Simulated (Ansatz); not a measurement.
**C₂H₁₀BNSi: basis-set convergence**

An exercise on one series of results from a longer session: the logs are not shown, and one member is left open.

Method: one geometry, several basis sets; program: Ansatz 0.2.0, Gaussian basis.

Levels to be run: PBE0-D4/def2-SVP; ωB97M-V/def2-SVP; PBE0-D4/def2-QZVPP; ωB97M-V/def2-QZVPP; the functionals' def2-TZVPP values are taken from earlier runs.

### The geometry

All runs share one geometry, relaxed beforehand with PBE0-D4 in a triple-zeta def2 set.

SMILES `BN([SiH3])CC`, 15 atoms, charge 0, spin multiplicity 1.

Atoms are counted from 1 here; the program's logs count them from 0.

Bond lengths: B1–N2 1.396 Å, B1–H6 1.200 Å, B1–H7 1.197 Å, N2–Si3 1.750 Å, N2–C4 1.467 Å, Si3–H8 1.488 Å, Si3–H9 1.479 Å, Si3–H10 1.488 Å, C4–C5 1.517 Å, C4–H11 1.092 Å, C4–H12 1.097 Å, C5–H13 1.093 Å, C5–H14 1.092 Å, C5–H15 1.092 Å. Angles: N2–B1–H6 119.1°, N2–B1–H7 119.6°, H6–B1–H7 121.3°, B1–N2–Si3 122.5°, B1–N2–C4 121.0°, Si3–N2–C4 116.6°, N2–Si3–H8 109.2°, N2–Si3–H9 109.1°, N2–Si3–H10 110.4°, H8–Si3–H9 110.7°, H8–Si3–H10 107.2°, H9–Si3–H10 110.1°, N2–C4–C5 112.5°, N2–C4–H11 108.2°, N2–C4–H12 109.3°, C5–C4–H11 110.0°, C5–C4–H12 109.9°, H11–C4–H12 106.7° and more.

Coordinates:

```
B     0.97852    1.61172   -0.04140
N     0.56541    0.28472    0.08912
Si    0.91450   -0.67165    1.51191
C    -0.17819   -0.38310   -0.98429
C    -1.68035   -0.26837   -0.80915
H     0.74177    2.19887   -1.06123
H     1.56330    2.14008    0.85984
H     1.75594   -1.83682    1.12477
H     1.61598    0.17303    2.50325
H    -0.34328   -1.21070    2.09691
H     0.12195    0.06181   -1.93581
H     0.11385   -1.43943   -1.02431
H    -2.20180   -0.78866   -1.61611
H    -2.00456   -0.70281    0.13916
H    -1.98484    0.78042   -0.82317
```

The first run:

in.yaml reads:

```yaml
crystal:
  periodic: [false, false, false]
  atoms:
    - {symbol: B, position_ang: [0.978524, 1.611722, -0.041399]}
    - {symbol: N, position_ang: [0.565407, 0.284719, 0.089125]}
    - {symbol: Si, position_ang: [0.914503, -0.671648, 1.511912]}
    - {symbol: C, position_ang: [-0.178188, -0.383103, -0.984293]}
    - {symbol: C, position_ang: [-1.680350, -0.268367, -0.809146]}
    - {symbol: H, position_ang: [0.741767, 2.198866, -1.061234]}
    - {symbol: H, position_ang: [1.563305, 2.140079, 0.859841]}
    - {symbol: H, position_ang: [1.755940, -1.836817, 1.124765]}
    - {symbol: H, position_ang: [1.615980, 0.173031, 2.503249]}
    - {symbol: H, position_ang: [-0.343278, -1.210704, 2.096914]}
    - {symbol: H, position_ang: [0.121949, 0.061811, -1.935809]}
    - {symbol: H, position_ang: [0.113845, -1.439433, -1.024308]}
    - {symbol: H, position_ang: [-2.201799, -0.788664, -1.616110]}
    - {symbol: H, position_ang: [-2.004559, -0.702810, 0.139163]}
    - {symbol: H, position_ang: [-1.984845, 0.780417, -0.823171]}
basis:
  gaussian: {orbitals: def2-SVP}
hamiltonian: {xc: pbe0, dispersion: d4}
output: {orbitals: {seedname: orbitals}}
```

Among the steps run: PBE0-D4 in def2-SVP; ωB97M-V in def2-SVP; PBE0-D4 in def2-QZVPP; ωB97M-V in def2-QZVPP.

One of the session's tables, all rows but one given; the rest of the session is left out.

It belongs to the step «Functionals by basis». 

| functional | basis | HOMO (eV) | LUMO (eV) |
| --- | --- | --- | --- |
| PBE0-D4 | def2-SVP | -7.91 | 0.07 |
| PBE0-D4 | def2-TZVPP | -7.94 | -0.17 |
| PBE0-D4 | def2-QZVPP | -7.95 | -0.25 |
| ωB97M-V | def2-SVP | ? | ? |
| ωB97M-V | def2-TZVPP | -10.23 | 1.62 |
| ωB97M-V | def2-QZVPP | -10.23 | 1.33 |

Q: Estimate the row for ωB97M-V, def2-SVP from the others.

**Answer.** HOMO (eV): -10.17; LUMO (eV): 2.10. In the column «HOMO (eV)» it lies between ωB97M-V, def2-QZVPP (-10.23) and PBE0-D4, def2-QZVPP (-7.95).
